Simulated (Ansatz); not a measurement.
# LuSi2Rh2: the cost of one run

Computed with Ansatz 0.2.0 (DFT PBEsol, scalar-relativistic, plane waves, PAW, and further levels as typed in the inputs, unless a step's input says otherwise).

## 1. The system as given

Symmetry: I4/mmm, No. 139, tetragonal system. Conventional cell: a = 4.006 Å, b = 4.006 Å, c = 9.838 Å, α = 90.00°, β = 90.00°, γ = 90.00°. Around Lu (site symmetry 4/mmm) lie 8 Si at 3.07 Å and 8 Rh at 3.17 Å. Rh (site symmetry -4m2) has 4 Si at 2.37 Å as nearest neighbours. Si (site symmetry 4mm) has 4 Rh at 2.37 Å and 1 Si at 2.38 Å and 4 Lu at 3.07 Å as nearest neighbours.

As a file:

```cif
data_structure
_symmetry_space_group_name_H-M 'P 1'
_symmetry_Int_Tables_number 1
_cell_length_a 5.6763
_cell_length_b 5.6763
_cell_length_c 5.6763
_cell_angle_alpha 138.674
_cell_angle_beta 138.674
_cell_angle_gamma 59.872
_cell_volume 78.94
loop_
_atom_site_label
_atom_site_type_symbol
_atom_site_fract_x
_atom_site_fract_y
_atom_site_fract_z
_atom_site_occupancy
Lu1 Lu 0.00000 0.00000 0.00000 1
Rh1 Rh 0.75000 0.25000 0.50000 1
Rh2 Rh 0.25000 0.75000 0.50000 1
Si1 Si 0.37900 0.37900 0.00000 1
Si2 Si 0.62100 0.62100 0.00000 1
```

## 2. Relaxing the atoms: LuSi2Rh2, no spin

input.yaml reads:

```yaml
crystal:
  lattice:
    - [-2.003, 2.003, 4.919]
    - [2.003, -2.003, 4.919]
    - [2.003, 2.003, -4.919]
  atoms:
    - { symbol: Lu, position: [0.0, 0.0, 0.0] }
    - { symbol: Rh, position: [0.75, 0.25, 0.5] }
    - { symbol: Rh, position: [0.25, 0.75, 0.5] }
    - { symbol: Si, position: [0.379, 0.379, 0.0] }
    - { symbol: Si, position: [0.621, 0.621, 0.0] }
scf:
  occupations: { method: gaussian, width: 0.05 }
output:
  forces: true
  stress: true
hamiltonian:
  xc: pbesol
kpoints:
  mp_grid: { grid: [14, 14, 14] }
relax:
  f_tol: 0.003
```

Command:

```bash
ansatz run input.yaml --threads 4 --pin off --max-ram 12288MiB --backend cpu --events-out ev --progress --plain --runs-dir out
```

Q: Estimate wall time and peak memory on 4 threads of Intel Xeon Platinum 8259CL at 2.50GHz (Skylake/Cascade Lake), shared host.

About 50 s, with a peak of 0.9 GiB.
